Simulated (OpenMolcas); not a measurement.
**Mn⁺: CASSCF and CASPT2 terms and fine-structure levels**

Aim: the low terms and levels of Mn⁺, with their order and spacing, then second-order correlation under several settings.

Program: OpenMolcas 26.06. Level of theory: state-averaged CASSCF and CASPT2, spin-orbit coupling by RASSI with atomic mean-field integrals. These are calculated values, not measurements, unless marked.

**1. The atom as given**

| Quantity | Value |
| --- | --- |
| Species | Mn⁺ (manganese, Z = 25, 24 electrons) |
| Basis | ANO-L-VTZP [6s5p3d2f1g], 59 functions |
| Scalar Hamiltonian | non-relativistic, point nucleus |
| Inactive shells | 1s 2s 2p 3s 3p |
| Active space | 6 electrons in 5 orbitals (3d) |
| Some configurations of this space | 3d6 |
| Orbitals | optimised for each spin and parity, averaged over all roots |

Outer shells as boxes (Hund's rule):

3d6
```
3d [↑↓][↑ ][↑ ][↑ ][↑ ]
```

Each step is its own input file, run in one work folder so that later steps find the files of earlier ones. Labels, J, g values, rates, χT and fits are worked out afterwards by a script from the matrices that RASSI stores.

**2. Basis and integrals**

a.inp

```
&GATEWAY
Coord
1

Mn 0.0 0.0 0.0
Basis=ANO-L-VTZP
Group=XYZ
NoMove
AngMom=0.0 0.0 0.0
AMFI
&SEWARD
```

**3. CASSCF: quintets of even parity, 5 roots**

a.inp

```
&RASSCF
FileOrb=start.orb
Symmetry=1
Spin=5
nActEl=6 0 0
Inactive=3 6
Ras2=5 0
CIRoot=5 5 1
SDav=5
CIMx=300
Iter=120 100
PrWF=0.3
OrbListing=Nothing
MaxOrb=0
Atom
>>> COPY $Project.JobIph JOB001
```

start.orb holds the contracted functions of the basis, ordered by shell, or the orbitals of the step before.

**4. Reference wave functions, triplets of even parity, 45 roots**

a.inp

```
&RASSCF
FileOrb=start.orb
Symmetry=1
Spin=3
nActEl=6 0 0
Inactive=3 6
Ras2=5 0
CIRoot=45 45 1
SDav=45
CIMx=300
Iter=120 100
PrWF=0.3
OrbListing=Nothing
MaxOrb=0
Atom
>>> COPY $Project.JobIph JOB002
```

**5. CASSCF: singlets of even parity, 50 roots**

a.inp

```
&RASSCF
FileOrb=start.orb
Symmetry=1
Spin=1
nActEl=6 0 0
Inactive=3 6
Ras2=5 0
CIRoot=50 50 1
SDav=50
CIMx=300
Iter=120 100
PrWF=0.3
OrbListing=Nothing
MaxOrb=0
Atom
>>> COPY $Project.JobIph JOB003
```

**6. State interaction with spin-orbit coupling**

a.inp

```
&RASSI
NrOfJobIphs=3 5 45 44
1 2 3 4 5
1 2 3 4 5 6 7 8 9 10 11 12 13 14 15 16 17 18 19 20 21 22 23 24 25 26 27
28 29 30 31 32 33 34 35 36 37 38 39 40 41 42 43 44 45
1 2 3 4 5 6 7 8 9 10 11 12 13 14 15 16 17 18 19 20 21 22 23 24 25 26 27
28 29 30 31 32 33 34 35 36 37 38 39 40 41 42 43 44
IphNames
JOB001
JOB002
JOB003
EJob
SpinOrbit
DIPRint=1.0
SOCoupling=1000.0
Subsets=2
MEES
Property=10
'ANGMOM' 1 'ANGMOM' 2 'ANGMOM' 3 'MLTPL  1' 1 'MLTPL  1' 2 'MLTPL  1' 3
'AMFI' 1 'AMFI' 2 'AMFI' 3 'MLTPL  2' 6
SOProperty=3
'ANGMOM' 1 'ANGMOM' 2 'ANGMOM' 3
```

**7. CASPT2: IPEA 0.25, imaginary shift 0.1 (closed shells correlated: 3s 3p)**

a.inp

```
>>> COPY JOB001 $Project.JobIph
&CASPT2
Multistate=5 1 2 3 4 5
Frozen=2 3
IPEA=0.25
Imaginary=0.1
MaxIter=60
WThr=0.0 0.3 0.05
PrWF=0.5
NoMix
>>> COPY JOB002 $Project.JobIph
&CASPT2
Multistate=45 1 2 3 4 5 6 7 8 9 10 11 12 13 14 15 16 17 18 19 20 21 22
23 24 25 26 27 28 29 30 31 32 33 34 35 36 37 38 39 40 41 42 43 44 45
Frozen=2 3
IPEA=0.25
Imaginary=0.1
MaxIter=60
WThr=0.0 0.3 0.05
PrWF=0.5
NoMix
>>> COPY JOB003 $Project.JobIph
&CASPT2
Multistate=44 1 2 3 4 5 6 7 8 9 10 11 12 13 14 15 16 17 18 19 20 21 22
23 24 25 26 27 28 29 30 31 32 33 34 35 36 37 38 39 40 41 42 43 44
Frozen=2 3
IPEA=0.25
Imaginary=0.1
MaxIter=60
WThr=0.0 0.3 0.05
PrWF=0.5
NoMix
```

**8. CASPT2: IPEA 0, imaginary shift 0.1 (closed shells correlated: 3s 3p)**

Changes to a.inp since step 7:

```diff
@@ -4,3 +4,3 @@
 Frozen=2 3
-IPEA=0.25
+IPEA=0.0
 Imaginary=0.1
@@ -15,3 +15,3 @@
 Frozen=2 3
-IPEA=0.25
+IPEA=0.0
 Imaginary=0.1
@@ -26,3 +26,3 @@
 Frozen=2 3
-IPEA=0.25
+IPEA=0.0
 Imaginary=0.1
```

(Steps that only read results are left out.)

What does the calculation give? Wanted: lowest level; first excited level; lowest level of another term; spin-orbit lowering of the lowest level; strongest of the lines computed, by gA.

The runs gave:

| quantity | value |
| --- | --- |
| method | SS-CASPT2, IPEA 0.25, imaginary shift 0.1 (closed shells correlated: 3s 3p) |
| lowest level | 3d6 5D4, 100 % of that term, g = 1.501 |
| ground level listed by NIST | 7S3 |
| first excited level | 3d6 5D3 at 0.0360 eV |
| lowest level of another term | 3d6 3P2(1) at 1.889 eV |
| spin-orbit lowering of the lowest level | 0.0372 eV |
| strongest of the lines computed, by gA (one parity, so forbidden lines), at CASSCF energies | 3d6 1G4(2) → 3d6 1I6, 344.1 nm, A = 5.82e+00 s⁻¹ |

What each method costs and misses:

```
                                              method  time of its own steps  time with the reference  mean absolute difference from method B (cm-1)
                                           A. CASSCF                   33 s                     33 s                                           4900
B. SS-CASPT2, IPEA 0.25, imaginary shift 0.1, +3s 3p                   23 s                     56 s                                              0
   C. SS-CASPT2, IPEA 0, imaginary shift 0.1, +3s 3p                   23 s                     56 s                                            910
```

Times are of one thread on a shared host.

The multiplet 5D is inverted; its intervals divided by the larger J differ by 10 % of their mean, where Landé's rule for pure LS coupling makes them equal. Second-order correlation (method B) scales the levels of the lowest configuration above 5000 cm⁻¹ by 0.74 to 0.86. Only the configurations of the active space and the roots asked for are present. The ground level that NIST lists is not among them. Not all states of the active space went into the spin-orbit step. CASPT2 does not keep the components of a term degenerate, and the means are used. The free ion's ground configuration, as NIST lists it, lies outside this active space, so the lowest level here need not be the ground level. Levels of other configurations are missing from the list.
